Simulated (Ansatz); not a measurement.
# BrF2H2InOSi: geometry and vibrations

Aim: relax BrF2H2InOSi from a cheap starting geometry, check the end point by its vibrations and derive ideal-gas thermochemistry, and look at its orbitals and charge.

The runs use Ansatz 0.2.0, Gaussian basis; RKS PBE0-D4/def2-TZVP.

The runs, in order: relaxation at PBE0-D4/def2-TZVP; harmonic vibrations at the same level; a single point in def2-TZVPP for the fields.

### 1 Starting geometry

8 atoms, charge 0, spin multiplicity 1.

Atoms are counted from 1 here; the program's logs count them from 0.

Bond lengths: F1–Si2 1.584 Å, Si2–F3 1.648 Å, Si2–Br4 2.148 Å, Si2–O5 1.563 Å, O5–In6 2.079 Å, In6–H7 1.683 Å, In6–H8 1.684 Å. Angles: F1–Si2–F3 99.4°, F1–Si2–Br4 110.4°, F1–Si2–O5 116.0°, F3–Si2–Br4 107.3°, F3–Si2–O5 106.0°, Br4–Si2–O5 115.9°, Si2–O5–In6 106.6°, O5–In6–H7 108.9°, O5–In6–H8 110.6°, H7–In6–H8 140.4°.

As a file:

```xyz
8
charge 0, multiplicity 1
F    -2.34419   -0.10793    0.45393
Si   -1.04140   -0.46129   -0.37532
F    -0.14355   -1.15954    0.81710
Br   -1.46900   -1.98519   -1.82746
O    -0.20446    0.75494   -0.88750
In    1.42567    0.93460    0.38971
H     2.73082    0.10031   -0.26934
H     1.04610    1.92410    1.69888
```

The start is a GFN2-xTB geometry. In takes the def2 core potential; no spin-orbit term is included.

### 2 Optimising with PBE0-D4/def2-TZVP

File in.yaml:

```yaml
crystal:
  periodic: [false, false, false]
  atoms:
    - {symbol: F, position_ang: [-2.344190, -0.107930, 0.453930]}
    - {symbol: Si, position_ang: [-1.041400, -0.461290, -0.375320]}
    - {symbol: F, position_ang: [-0.143550, -1.159540, 0.817100]}
    - {symbol: Br, position_ang: [-1.469000, -1.985190, -1.827460]}
    - {symbol: O, position_ang: [-0.204460, 0.754940, -0.887500]}
    - {symbol: In, position_ang: [1.425670, 0.934600, 0.389710]}
    - {symbol: H, position_ang: [2.730820, 0.100310, -0.269340]}
    - {symbol: H, position_ang: [1.046100, 1.924100, 1.698880]}
basis:
  gaussian: {orbitals: def2-TZVP}
hamiltonian: {xc: pbe0, dispersion: d4}
relax: {f_tol: 0.005, max_steps: 150}
```

The run is started by

```bash
$ ansatz run in.yaml --threads 2 --pin off --events-out ev --progress --plain --max-ram 32768MiB --backend cuda --devices 0, --max-vram 18GiB
```

Further steps of the session: Force constants and modes; A single point for the fields.

Before running them: what should the planned runs give, taken together? Wanted: point group; shift from the start; total energy; dispersion term; dipole moment; lowest, highest wavenumber; HOMO, LUMO.

As calculated:

```
                  quantity            value
               point group               C1
                     steps               34
shift from the start (rms)          0.951 Å
              total energy   -90603.0058 eV
           dispersion term         -222 meV
             dipole moment           4.76 D
lowest, highest wavenumber    12, 1917 cm⁻¹
                HOMO, LUMO  -8.58, -2.18 eV
```

**Reading.** The relaxed geometry lies 0.95 Å (rms) from the start; the bond that changed most is Si2–F3, from 1.648 to 1.581 Å. All wavenumbers are real, so the end point is a minimum. The stiffest mode, 1917 cm⁻¹, is an In–H stretch. Harmonic hybrid wavenumbers usually lie a few per cent above measured fundamentals. The largest Mulliken charge, +0.81 e, sits on Si2. The HOMO lies mostly on Br4 80 %; O5 15 % and the LUMO on In6 54 %; H7, H8 about 18 % each.
